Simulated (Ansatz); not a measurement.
This script drives the Python package of Ansatz (0.2.0).

`spin_ch7fsi2.py`:
```python
# -*- coding: utf-8 -*-
'''Vertical spin-state energies of CH7FSi2.'''

import warnings

import ansatz as az

GEOMETRY = '''
F    -1.72560    1.26980   -0.20220
C    -0.61260    1.47140    0.47300
Si    0.07070   -0.17140    0.85690
Si    0.59560   -1.25980   -1.10940
H    -0.83750    2.03770    1.36020
H     0.05850    2.09620   -0.14660
H     1.40250   -0.00190    1.63490
H    -0.77210   -0.95350    1.73160
H     1.20110   -2.55340   -0.80150
H    -0.72830   -1.54140   -1.83680
H     1.41300   -0.45080   -1.93960
'''

warnings.simplefilter('ignore', az.DeckWarning)

system = az.Crystal.molecule()
for line in GEOMETRY.strip().splitlines():
    symbol, *xyz = line.split()
    system = system.atom(symbol, [float(v) for v in xyz])

calculation = (
    system.calculation()
    .basis(gaussian='def2-TZVPP')  # the orbital basis, by name
    .functional('PBE', dispersion='d3bj')
)
found = {}
for unpaired in [0, 2]:
    r = calculation.spin('collinear', total=unpaired).run(threads=1).report
    s = unpaired / 2
    found[unpaired] = r['free_energy_ev']
    print(f'2S+1 = {unpaired + 1}: E = {found[unpaired]:.5f} eV, <S^2> = {abs(r["mean_field"]["state"]["spin_squared"]):.3f} (pure state {s * (s + 1):.2f})')
lowest = min(found, key=found.get)
for unpaired, e in found.items():
    print(f'multiplicity {unpaired + 1}: {96.485332 * (e - found[lowest]):.1f} kJ/mol above the lowest')
```

It is started by `python spin_ch7fsi2.py`. Estimate its wall time and peak memory on 1 thread of Arm Neoverse V2, on a shared host.

It took about 61 s, with a peak of 0.85 GiB, for 2 runs of the engine.

Output of `python spin_ch7fsi2.py`:
```text
2S+1 = 1: E = -19612.08464 eV, <S^2> = 0.000 (pure state 0.00)
2S+1 = 3: E = -19606.27744 eV, <S^2> = 2.004 (pure state 2.00)
multiplicity 1: 0.0 kJ/mol above the lowest
multiplicity 3: 560.3 kJ/mol above the lowest
```

In order: multiplicity 1 (+0.00 eV) and multiplicity 3 (+5.81 eV), all at the one geometry.

Total energies depend on the basis set; only differences at equal settings carry meaning. The geometry is a force-field or estimated start, not a minimum of this method, and the basis set is short of its limit. All parts are taken at fixed geometry, without zero-point energy.
